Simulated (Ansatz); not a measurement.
# SrCo2P2: the cost of one run

Program: Ansatz 0.2.0. Level of theory: DFT r2SCAN, scalar-relativistic, plane waves, PAW. These are calculated values, not measurements.

## Step 1: The structure to begin with

The structure is tetragonal, space group I4/mmm (No. 139). Conventional cell: a = 3.813 Å, b = 3.813 Å, c = 9.744 Å, α = 90.00°, β = 90.00°, γ = 90.00°. Around Sr (site symmetry 4/mmm) lie 8 P at 3.02 Å and 8 Co at 3.09 Å. Co (site symmetry -4m2) is surrounded by 4 P at 2.18 Å. P (site symmetry 4mm) is surrounded by 4 Co at 2.18 Å and 4 Sr at 3.02 Å.

Coordinates:

```xyz
5
Lattice="-1.9063 1.9063 4.8721 1.9063 -1.9063 4.8721 1.9063 1.9063 -4.8721" Properties=species:S:1:pos:R:3 pbc="T T T"
Sr    0.0000    0.0000    0.0000
Co    0.0000    1.9063    2.4360
Co    1.9063    0.0000    2.4360
P     0.0000    0.0000    3.5022
P     0.0000    0.0000    6.2420
```

It is the end of an earlier run, which began from a cell of the Crystallography Open Database.

## Step 2: Relaxing cell and atoms: SrCo2P2, moments ++, 20 GPa

It takes the final geometry of an earlier run.

The input, input.yaml:

```yaml
crystal:
  lattice:
    - [-1.906294679, 1.906294679, 4.8720785071]
    - [1.906294679, -1.906294679, 4.8720785071]
    - [1.906294679, 1.906294679, -4.8720785071]
  atoms:
    - { symbol: Sr, position: [0.0, 0.0, 0.0] }
    - { symbol: Co, position: [0.75, 0.25, 0.5], spin: 0.8 }
    - { symbol: Co, position: [0.25, 0.75, 0.5], spin: 0.8 }
    - { symbol: P, position: [0.3594155863, 0.3594155863, 0.0] }
    - { symbol: P, position: [0.6405844137, 0.6405844137, 0.0] }
magnetization:
  spin_polarized: true
scf:
  occupations: { method: gaussian, width: 0.05 }
output:
  forces: true
  stress: true
  populations: true
hamiltonian:
  xc: r2scan
relax:
  f_tol: 0.01
  cell: { stress_tol: 0.05, p_target: 20 }
kpoints:
  mp_grid: { grid: [12, 12, 12] }
```

Started as:

```console
$ ansatz run input.yaml --threads 8 --pin off --max-ram 16384MiB --backend cpu --events-out ev --progress --plain --runs-dir out
```

What time and memory should one allow on 8 threads of Arm Neoverse V1, shared host?

About 2.8 min, with a peak of 1.2 GiB.
